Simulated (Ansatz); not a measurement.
AgAu3:

```
Au Ag
1.0
    -2.05248    2.05248    4.15439
     2.05248   -2.05248    4.15439
     2.05248    2.05248   -4.15439
Au Ag
3 1
Cartesian
  0.0000 0.0000 4.1544
  2.0525 0.0000 2.0772
  0.0000 2.0525 2.0772
  0.0000 0.0000 0.0000
```

The cell comes from a database or a generator and needn't be the stable form of this composition.

Base run:

- Program: Ansatz 0.2.0
- Functional: PBEsol
- Potentials or basis: all-electron LAPW, scalar-relativistic
- Cutoff: 244 eV
- Density cutoff: 978 eV
- Basis error allowed: 0.001 eV/atom
- k mesh: 9 × 9 × 9
- Occupations: fermi-dirac, width 0.05 eV
- Spin: no spin polarisation

Its results: pressure -5.2 GPa.

Task: The run is repeated on the same cell with these changes: functional from PBEsol to LDA; basis error allowed from 0.001 eV/atom to 0.002 eV/atom. What comes out?

Result: Pressure -9.7 GPa.

Not every run made on this cell is shown here.
